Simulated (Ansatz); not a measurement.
**GeBH4+ (SMILES [BH2][GeH2+]): single points off equilibrium**

One table from this session's results is given with a row withheld; the runs are named, their logs left out.

The runs use Ansatz 0.2.0, Gaussian basis; single points in def2-TZVPP.

Correlated methods freeze the cores. Filled d shells of the heavier atoms are correlated. B3LYP uses VWN-RPA correlation.

## The system as given

SMILES `[BH2][GeH2+]`, 6 atoms, charge 1, spin multiplicity 1.

Atoms are counted from 1 here; the program's logs count them from 0.

Bond lengths: B1–Ge2 2.058 Å, B1–H3 1.323 Å, B1–H4 1.188 Å, Ge2–H5 1.575 Å, Ge2–H6 1.421 Å. Angles: Ge2–B1–H3 120.9°, Ge2–B1–H4 128.5°, H3–B1–H4 110.2°, B1–Ge2–H5 123.4°, B1–Ge2–H6 124.3°, H5–Ge2–H6 109.7°.

Coordinates:

| atom | x (Å) | y (Å) | z (Å) |
| --- | --- | --- | --- |
| B1 | 0.1018 | -1.0334 | 0.1071 |
| Ge2 | 0.2001 | 1.0122 | -0.0967 |
| H3 | -1.0623 | -1.6491 | 0.2370 |
| H4 | 0.9920 | -1.8061 | 0.2537 |
| H5 | -0.0718 | 1.7631 | -1.4543 |
| H6 | 0.1084 | 1.9299 | 0.9844 |

The first run:

File run/in.yaml:

```yaml
crystal:
  periodic: [false, false, false]
  atoms:
    - {symbol: B, position_ang: [0.101800, -1.033400, 0.107100]}
    - {symbol: Ge, position_ang: [0.200100, 1.012200, -0.096700]}
    - {symbol: H, position_ang: [-1.062300, -1.649100, 0.237000]}
    - {symbol: H, position_ang: [0.992000, -1.806100, 0.253700]}
    - {symbol: H, position_ang: [-0.071800, 1.763100, -1.454300]}
    - {symbol: H, position_ang: [0.108400, 1.929900, 0.984400]}
basis:
  gaussian: {orbitals: def2-TZVPP}
total_charge: 1
correlation: {method: ccsd_t}
output: {forces: true}
```

No record of the launch command was kept for these runs.

Steps of the session up to this table: CCSD(T)/def2-TZVPP; PBE0-D4/def2-TZVPP; wB97M-V/def2-TZVPP; r2SCAN-D4/def2-TZVPP; PBE-D4/def2-TZVPP; LC-wPBE/def2-TZVPP; B3LYP-D4/def2-TZVPP.

One of the session's tables, all rows but one given; the rest of the session is left out.

| method | RMS force component (eV/Å) | angle to CCSD(T) forces (°) |
| --- | --- | --- |
| CCSD(T) | 1.209 | reference |
| PBE0-D4 | ? | ? |
| wB97M-V | 1.229 | 2.4 |
| r2SCAN-D4 | 1.175 | 7.1 |
| PBE-D4 | 1.173 | 12.1 |
| LC-wPBE | 1.228 | 4.0 |
| B3LYP-D4 | 1.213 | 4.0 |

Q: Estimate the row for PBE0-D4 from the others.

The run gave: RMS force component (eV/Å): 1.206; angle to CCSD(T) forces (°): 5.7. In the column «RMS force component (eV/Å)» it lies between r2SCAN-D4 (1.175) and CCSD(T) (1.209).
